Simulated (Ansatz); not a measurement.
H4SSi2, SMILES [SiH2]1[SiH2]S1, the interaction energy of a dimer with the counterpoise correction

With the Python package of Ansatz (0.2.0).

Typed at the interpreter:
```pycon
>>> import ansatz as az
>>> BASIS_SET = "cc-pVDZ"
>>> XC = "PBE0"
>>> FIRST = [
...     ("Si", (-0.8773, -0.1618, -0.6504)),
...     ("Si", (0.7797, 0.4797, 0.6464)),
...     ("S", (0.4305, -1.5635, 0.0812)),
...     ("H", (-2.1951, -0.3472, -0.0747)),
...     ("H", (-0.796, -0.0367, -2.1592)),
...     ("H", (0.5802, 0.6573, 2.1108)),
...     ("H", (2.0783, 0.972, 0.0456)),
... ]
>>> SECOND = [
...     ("Si", (-5.1076, -3.1849, -0.9452)),
...     ("Si", (-4.4957, -3.4438, 1.1518)),
...     ("S", (-4.1115, -1.6656, 0.0087)),
...     ("H", (-4.2849, -3.7499, -1.997)),
...     ("H", (-6.5258, -2.7955, -1.3139)),
...     ("H", (-3.2196, -4.1279, 1.4973)),
...     ("H", (-5.4622, -3.1418, 2.2763)),
... ]
>>> def energy(atoms, ghosts=()):
...     molecule = az.Crystal.molecule()
...     for symbol, xyz in atoms:
...         molecule = molecule.atom(symbol, xyz)
...     calc = (
...         molecule.calculation()
...         .basis(gaussian=BASIS_SET)  # the orbital basis, by name
...         .functional(XC)
...     )
...     deck = calc.input()
...     if ghosts:
...         deck = deck.set(az.key.basis.gaussian.ghost_atoms, [{"symbol": s, "position_ang": list(xyz)} for s, xyz in ghosts])
...     return az.Session.from_dict(deck).plan().execute().report["free_energy_ev"]
...
>>> # monomers in their own basis and in the basis of the dimer
>>> both = energy(FIRST + SECOND)

>>> alone = energy(FIRST) + energy(SECOND)
>>> ghosted = energy(FIRST, SECOND) + energy(SECOND, FIRST)
>>> print(f"dimer {both:.6f} eV")
dimer -53290.867610 eV
>>> print(f"interaction, uncorrected   {23.060548 * (both - alone):8.3f} kcal/mol")
interaction, uncorrected      3.425 kcal/mol
>>> print(f"interaction, counterpoise  {23.060548 * (both - ghosted):8.3f} kcal/mol")
interaction, counterpoise     3.838 kcal/mol
>>> print(f"basis-set superposition    {23.060548 * (alone - ghosted):8.3f} kcal/mol")
basis-set superposition       0.414 kcal/mol
```

Uncorrected it is 3.425 kcal/mol, with the counterpoise correction 3.838 kcal/mol; the difference, 0.41 kcal/mol, is the superposition error. In this basis both values are repulsive.

Notes:
- Total energies depend on the basis set; only differences at equal settings carry meaning.
- The dimer is a generated trial pose of unrelaxed monomers, not a minimum, so the figure is no binding energy, and the basis set is small.
- This level lacks the dispersion part of the attraction (electrostatics and induction are there), which can decide the sign where the interaction is weak.
- Timing: 29 s on 1 thread of Intel(R) Xeon(R) Platinum 8375C CPU @ 2.90GHz (Ice Lake), on a shared host, peak memory 0.48 GiB.

(Lines on the test bed's own set-up are left out of the output.)
